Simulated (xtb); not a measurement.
**[C12H8MoO5]− (SMILES [O]=[Mo-]12([O]c3ccccc3[O]1)[O]c1ccccc1[O]2) at GFN1-xTB**

Wanted: a structure relaxation of [C12H8MoO5]−. 

The results are computed with xtb 6.7.1.

**1. Starting point**

The species is [C12H8MoO5]− (26 atoms), meant as a doublet with charge -1. As SMILES, `[O]=[Mo-]12([O]c3ccccc3[O]1)[O]c1ccccc1[O]2`. All atoms were displaced at random from a relaxed shape. The run starts from this shape.

Some bond lengths: Mo1–O2 1.619 Å, Mo1–O3 1.859 Å, O3–C4 1.289 Å, C4–C5 1.424 Å, C5–C6 1.322 Å, C6–C7 1.464 Å, C7–C8 1.507 Å, C4–C9 1.435 Å, C8–C9 1.311 Å, Mo1–O10 1.897 Å, C9–O10 1.335 Å, Mo1–O15 1.913 Å, O15–C16 1.278 Å, C16–C17 1.377 Å, C17–C18 1.345 Å, C18–C19 1.407 Å. Some angles: O2–Mo1–O3 111.2°, O2–Mo1–O10 110.3°, O2–Mo1–O15 110.9°, O2–Mo1–O22 110.1°, O3–Mo1–O10 76.6°, O3–Mo1–O15 137.6°, O3–Mo1–O22 85.8°, O10–Mo1–O15 92.8°, O10–Mo1–O22 139.4°, O15–Mo1–O22 76.0°.

**2. A geometry optimisation at GFN1-xTB**

Contents of xtb.inp:

```
$opt
   hessian=swart
$end
```

Contents of start.xyz:

```xyz
26

Mo    -0.03288     0.04053     1.12418
O     -0.01364    -0.00440     2.74212
O      1.69203     0.08845     0.43210
C      2.24328     1.21361     0.12871
C      3.57296     1.63873    -0.15175
C      4.00068     2.85271    -0.45247
C      3.03682     3.95416    -0.41250
C      1.60720     3.56403    -0.13747
C      1.31260     2.30491     0.07557
O      0.14422     1.82736     0.51181
H      4.40473     0.85568    -0.19479
H      4.95828     3.15805    -0.65183
H      3.16123     4.98043    -0.64836
H      0.86418     4.38237    -0.16784
O     -1.81940    -0.10927     0.45805
C     -2.34026    -1.23768     0.16168
C     -3.61077    -1.66180    -0.15564
C     -3.90650    -2.94931    -0.40738
C     -2.89576    -3.92564    -0.46978
C     -1.69224    -3.63289    -0.09447
C     -1.30017    -2.30715     0.19310
O     -0.12378    -1.87304     0.36341
H     -4.40577    -0.88022    -0.22217
H     -4.97920    -3.19471    -0.69258
H     -3.15641    -5.05581    -0.68643
H     -0.88690    -4.44826    -0.14002
```

Started as:

```
$ xtb start.xyz --gfn 1 --input xtb.inp --chrg -1 --uhf 1 -o normal --parallel 1 > out.txt
```

**Question.** What will come out? Wanted: total energy at the end; HOMO energy; LUMO energy; dispersion energy.

Answer, from the run:

Level: GFN1-xTB.

```
                   quantity          value
    total energy at the end   -55.69598 Eh
HOMO energy (partly filled)       -4.95 eV
                LUMO energy       -3.47 eV
          dispersion energy  -42.54 kJ/mol
```

What this shows: At the final geometry: Some bond lengths: Mo1–O2 1.665 Å, Mo1–O3 1.953 Å, O3–C4 1.333 Å, C4–C5 1.385 Å, C5–C6 1.399 Å, C6–C7 1.386 Å, C7–C8 1.399 Å, C4–C9 1.417 Å, C8–C9 1.386 Å, Mo1–O10 1.958 Å, C9–O10 1.331 Å, Mo1–O15 1.954 Å, O15–C16 1.333 Å, C16–C17 1.386 Å, C17–C18 1.399 Å, C18–C19 1.386 Å. Some angles: O2–Mo1–O3 109.7°, O2–Mo1–O10 108.2°, O2–Mo1–O15 109.5°, O2–Mo1–O22 108.3°, O3–Mo1–O10 78.2°, O3–Mo1–O15 140.8°, O3–Mo1–O22 89.5°, O10–Mo1–O15 89.8°, O10–Mo1–O22 143.5°, O15–Mo1–O22 78.2°. The optimisation took 18 steps and changed the energy by -2.312 eV.
